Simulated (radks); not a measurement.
**As in [Ar] 3d10 4s2 4p3: an all-electron calculation**

One table from this session's results is given with a row withheld; the runs are named, their logs left out.

Program: radks (a radial shooting solver on a logarithmic mesh, Libxc functionals) version 1. Level of theory: scalar-relativistic Kohn-Sham, PBE, spin-polarised, spherical densities, finite nucleus; open shells are filled with parallel spins first. These are calculated values, not measurements, unless marked.

**Starting point**

- element: arsenic (Z = 33)
- charge: 0
- electrons: 33
- configuration: [Ar] 3d10 4s2 4p3
- nuclear rms radius: 4.0968 fm

The outer shells:

As
```
[Ar] core
3d [↑↓][↑↓][↑↓][↑↓][↑↓]
4s [↑↓]
4p [↑ ][↑ ][↑ ]
```

The first run:

Input:

```text
Z 33
configuration [Ar] 3d10 4s2 4p3 5s0 4d0
relativity scalar-relativistic
functional pbe,pbe
spin polarised
nucleus finite rms 4.0968 fm
c 137.035999084
```

One table of the session follows, with a row left open; its other results are not shown here.

It belongs to the step «Orbitals and density». Radial moments (bohr):

```
  level      <r>  outermost maximum (interpolated)  90 % within  nodes
  1s up  0.04550                            0.0297       0.0813      0
1s down  0.04550                            0.0297       0.0813      0
  2s up   0.2028                             0.170        0.314      1
2s down   0.2028                             0.170        0.314      1
  2p up   0.1772                             0.136        0.289      0
2p down   0.1772                             0.136        0.289      0
  3s up   0.5983                             0.522        0.894      2
3s down   0.5982                             0.522        0.893      2
  3p up   0.6174                             0.521        0.947      1
3p down   0.6169                             0.521        0.946      1
  3d up   0.6807                             0.477         1.14      0
3d down   0.6760                             0.477         1.13      0
  4s up        ?                                 ?            ?      ?
4s down    1.934                              1.60         2.92      3
  4p up    2.511                              1.99         3.90      2
4p down    2.620                              1.98         4.16      2
```

Q: Estimate the row for 4s up from the others.

As computed: <r>: 1.944; outermost maximum (interpolated): 1.63; 90 % within: 2.92; nodes: 3. In the column «<r>» it lies between 4s down (1.934) and 4p up (2.511).

To keep in mind: Open shells are spherical and high-spin; term and fine-structure splittings are not resolved.
